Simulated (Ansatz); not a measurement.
# SiTeF₃ radical: small, medium and large basis sets

An exercise on one series of results from a longer session: the logs are not shown, and one member is left open.

The runs use Ansatz 0.2.0, Gaussian basis; one geometry, several basis sets.

The runs, in order: PBE0-D4/def2-SVP; ωB97M-V/def2-SVP; PBE0-D4/def2-QZVPP; ωB97M-V/def2-QZVPP; the functionals' def2-TZVPP values are taken from earlier runs.

## Structure used throughout

An earlier PBE0-D4 in a triple-zeta def2 set relaxation fixed the geometry. Te takes the def2 core potential; no spin-orbit term is included.

SMILES `F[Si](F)(F)[Te]`, 5 atoms, charge 0, spin multiplicity 2.

Atoms are counted from 1 here; the program's logs count them from 0.

Bond lengths: F1–Si2 1.576 Å, Si2–F3 1.577 Å, Si2–F4 1.576 Å, Si2–Te5 2.452 Å. Angles: F1–Si2–F3 108.0°, F1–Si2–F4 106.0°, F1–Si2–Te5 113.0°, F3–Si2–F4 108.1°, F3–Si2–Te5 108.7°, F4–Si2–Te5 112.9°.

Set-up of the first run:

The input, in.yaml:

```yaml
crystal:
  periodic: [false, false, false]
  atoms:
    - {symbol: F, position_ang: [0.044565, -0.014582, 1.633055]}
    - {symbol: Si, position_ang: [0.091204, -0.111335, 0.060637]}
    - {symbol: F, position_ang: [-0.499037, -1.511787, -0.358746]}
    - {symbol: F, position_ang: [1.617735, -0.087588, -0.330712]}
    - {symbol: Te, position_ang: [-1.204667, 1.651691, -1.045734]}
basis:
  gaussian: {orbitals: def2-SVP}
magnetization: {spin_polarized: true, initial_magnetization: 1}
hamiltonian: {xc: pbe0, dispersion: d4}
output: {orbitals: {seedname: orbitals}}
```

The run is started by

```console
> ansatz run in.yaml --threads 4 --pin off --events-out ev --progress --plain --max-ram 10444MiB
```

Steps of the session up to this table: PBE0-D4 in def2-SVP; ωB97M-V in def2-SVP; PBE0-D4 in def2-QZVPP; ωB97M-V in def2-QZVPP.

One table of the session follows, with a row left open; its other results are not shown here.

It belongs to the step «Functionals by basis». 

```
functional       basis  HOMO (eV)  LUMO (eV)
   PBE0-D4    def2-SVP      -7.05      -4.99
   PBE0-D4  def2-TZVPP      -7.15      -4.97
   PBE0-D4  def2-QZVPP      -7.18      -4.97
   ωB97M-V    def2-SVP      -9.11      -2.92
   ωB97M-V  def2-TZVPP          ?          ?
   ωB97M-V  def2-QZVPP      -9.26      -2.99
```

Estimate the missing values for ωB97M-V, def2-TZVPP.

As computed: HOMO (eV): -9.22; LUMO (eV): -2.97. In the column «HOMO (eV)» it lies between ωB97M-V, def2-QZVPP (-9.26) and ωB97M-V, def2-SVP (-9.11).
